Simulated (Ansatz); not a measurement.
NbTe:

```
CELL_PARAMETERS angstrom
3.70297 0.00000 0.00000
-1.85149 3.20687 0.00000
0.00000 0.00000 3.69421
ATOMIC_POSITIONS crystal
Te 0.66667 0.33333 0.00000
Nb 0.00000 0.00000 0.50000
```

The cell comes from a database or a generator and needn't be the stable form of this composition.

Below is the output of Ansatz 0.2.0 for this cell. Logs are shortened: lines on timing, memory, paths and dates and some standing lists are left out, and cuts for length are marked.

```text
Warning: RAYON_NUM_THREADS=2 ignored (pool sized by the plan → 2); use --threads N
Engine: ansatz 0.2.0, x86_64-unknown-linux-gnu
Pseudopotentials: kind: paw
Pseudopotential: Te, paw, valence charge 16, recommended cutoff 420 eV (normal), Te.paw.azcp
Pseudopotential: Nb, paw, valence charge 13, recommended cutoff 420 eV (normal), Nb.paw.azcp
Functional definition: PBEsol
  exchange = pbesol_x
  correlation = pbesol_c
Crystal: 2 atoms, lattice volume = 43.869 Å³
Basis set: ecut = 420 eV, 865 PW (Γ), exchange–correlation on 50×50×50 points (8 copies of the dense FFT grid, shifted against one another)
Bands: 19, of which v1, the nominal top of the filled ones, is band 15 counted from 1 (14 counted from 0)
Symmetry: 12 space group operations
k-points: 40 of 384 (time reversal used)
Non-local potential: Te, projectors of the file, l = 0: 2, l = 1: 2, l = 2: 2, l = 3: 2
Non-local potential: Nb, projectors of the file, l = 0: 3, l = 1: 2, l = 2: 2, l = 3: 1
PAW form: soft (Blöchl's): semilocal exchange-correlation on the pseudo side does not see the compensation charge
PAW frozen core: Te, regenerated for the run's functional, and the local potential with it (the file was generated under x = pbe(κ = 0.804, μ = 0.2195149727645171), c = pbe(β = 0.06672455060314922))
PAW frozen core: Nb, regenerated for the run's functional, and the local potential with it (the file was generated under x = pbe(κ = 0.804, μ = 0.2195149727645171), c = pbe(β = 0.06672455060314922))
PAW one-centre angular grid: Te, 590 points (default); XC on 64 Gauss nodes
PAW one-centre angular grid: Nb, 590 points (default); XC on 64 Gauss nodes
Initial density: superposition of atomic densities (neutral atoms: chi_scale 0, normalization atom), corrected by the library's trained network
Initial wavefunctions: pseudopotential atomic-orbital guess
Functional: x = pbesol(κ = 0.804, μ = 0.12345679012345678), c = pbesol(β = 0.046)
[... 27 lines left out ...]
Entropy (-TS):   -0.007326 eV (-3.663 meV/atom)
Fermi energy:    15.761380 eV
--- Per-component energies (eV) ---
  E_band       = -282.039047
  E_kinetic    = 575.770256
  E_local      = -1735.205448  (includes V_loc(G=0)·N_el)
  E_nonlocal   = -184.145210
  E_hartree    = 934.726979
  E_xc         = -297.712615
  E_vxc        = -316.694870  (∫ρ·V_xc dr)
  E_paw        = -7604.247118  (= ΣΔE_a)
  E_vpaw       = -491.217583  (= ΣTr[D̂ρ^β])
  E_aug_tail   = -0.000176  (compensation charges beyond the density's cutoff)
  E_ewald      = -3087.106456
  E_core_change = 0.563524  (= ΣΔE_core)
  E_smearing   = -0.007326  (= −TS)
  E_closure    = 0.000000  (closes the sum)
  Σ components = -11397.363591   (vs F -11397.363591, Δ=0.00e0)
--- Band table (eV; the first three rows and the last of 40) ---
  k-point 0: bands = ["-39.7436", "-22.2563", "-22.2563", "-22.2470", "-22.2470", "-22.2465", "-15.9641", "-15.7688", "-15.7688", "1.4686", "12.5902", "12.5902", "12.7336", "13.3948", "15.8814", "15.8814", "18.1821", "18.1821", "18.5364"]
  k-point 1: bands = ["-39.7423", "-22.2559", "-22.2559", "-22.2485", "-22.2485", "-22.2433", "-15.9929", "-15.7659", "-15.7659", "1.7389", "11.0894", "12.7451", "12.7451", "14.3519", "15.3314", "15.3314", "18.4469", "18.4469", "19.2267"]
  k-point 2: bands = ["-39.7397", "-22.2549", "-22.2549", "-22.2516", "-22.2516", "-22.2370", "-16.0500", "-15.7601", "-15.7601", "2.3909", "9.1010", "13.0359", "13.0359", "14.7957", "14.7957", "15.5905", "17.9267", "17.9267", "20.2218"]
  k-point 39: bands = ["-39.7296", "-22.2605", "-22.2527", "-22.2505", "-22.2452", "-22.2268", "-16.0305", "-15.8632", "-15.8164", "3.6015", "9.5483", "9.9527", "11.3044", "14.5454", "16.9109", "17.4143", "17.9485", "18.0447", "19.5648"]
--- Phonons (Γ-DFPT): 4 representative perturbations + reference (Σ response iterations 11) ---
  ASR residual: 1.426e-4 → 0.000e0 eV/Å²; symmetrization residual: 2.451e-5 eV/Å²
  ASR residual per site (eV/Å²): 1.43e-4 5.90e-5
  Γ frequencies (cm⁻¹): 0.00 0.00 0.00 216.68 219.82 219.82
--- Phonons (arbitrary-q DFPT): 4 irreducible q on the 2×2×2 mesh ---
  q = [0.0000, 0.0000, 0.0000] (star 1, of the zone-centre solve; hermiticity 5.13e-6, symmetrization 8.94e-12): -0.00 -0.00 0.00 216.68 219.82 219.82
  q = [0.0000, 0.0000, -0.5000] (star 1, 4 solved perturbations in 248 linear systems a pass and spin channel, the states on 84 of 384 k-point pairs; hermiticity 2.86e-13, symmetrization 8.38e-13): 122.39 122.39 148.81 148.81 178.89 183.03
  q = [0.0000, -0.5000, 0.0000] (star 3, 6 solved perturbations on 84 of 384 k-point pairs; hermiticity 2.20e-6, symmetrization 2.25e-13): 62.57 124.89 131.11 176.15 180.60 204.22
  q = [0.0000, -0.5000, -0.5000] (star 3, 6 solved perturbations on 84 of 384 k-point pairs; hermiticity 8.11e-6, symmetrization 2.73e-13): 79.50 120.28 138.01 158.01 203.07 219.64
  sum rule: each row above includes the acoustic sum rule's correction from the zone centre's row sums; it moved no ω² by more than (0.55 cm⁻¹)²
  mesh force constants: q→R imaginary residual 8.33e-18; ASR residual 1.426e-4 → 0.000e0 eV/Å²; symmetrization residual 1.776e-15 eV/Å²
  interpolated dispersion: 75 rows × 6 modes
  density of states and harmonic sums: on the 20×20×18 q-mesh, interpolated from the force constants of a 2×2×2 supercell (no non-analytic term)
  largest difference from the sums on the solved wave vectors: F 8.53e-2 eV, S 1.18e-4 and C_V 3.23e-5 eV/K
  zero-point energy: 0.054907 eV/cell   skipped modes (ω ≤ 0): 3   left out of the sums: 6.94e-5 of the cell's modes: C_V's classical limit lies that fraction below 3 k_B per atom; for a crystal, a wire or a layer, F and S can be off by more, and a phonons.interpolated_qmesh denser along its periods is the remedy for the sampling
```

**Question.** What input gives this log?

**Answer.** Phonons with PBEsol, no spin polarisation. The files as run (others can give the same):

input.yaml
```yaml
crystal:
  lattice:
    - [3.7029743866, 0.0, 0.0]
    - [-1.8514871933, 3.2068698884, 0.0]
    - [0.0, 0.0, 3.694211]
  atoms:
    - { symbol: Te, position: [0.6666666667, 0.3333333333, 0.0] }
    - { symbol: Nb, position: [0.0, 0.0, 0.5] }
hamiltonian:
  xc: pbesol
  pseudopotentials: { kind: paw }
kpoints:
  mp_grid: { grid: [8, 8, 6] }
scf:
  occupations: { method: fermi_dirac, width: 0.05 }
phonons:
  method: dfpt
  qmesh: [2, 2, 2]
  temperatures: { t_max: 1000, t_step: 100 }
  qpath:
    path:
      - [[0.0, 0.0, 0.0], [0.5, 0.0, 0.0], [0.3333333333, 0.3333333333, 0.0], [0.0, 0.0, 0.0], [0.0, 0.0, 0.5], [0.5, 0.0, 0.5], [0.3333333333, 0.3333333333, 0.5], [0.0, 0.0, 0.5]]
      - [[0.5, 0.0, 0.5], [0.5, 0.0, 0.0]]
      - [[0.3333333333, 0.3333333333, 0.0], [0.3333333333, 0.3333333333, 0.5]]
    npoints: 8
```

Potentials or basis: Ansatz PAW.
Run with:
```sh
$ ansatz run input.yaml --threads 2 --pin off --max-ram 5632MiB --backend cpu --events-out ev --progress --plain --runs-dir out
```

Caveat: the q mesh is small, so phonon branches between its points and thermal values are rough; the PAW data sets come from PBE, with cores solved anew for the run's functional, which leaves a small shift of forces and pressure; some levels weren't fully converged.
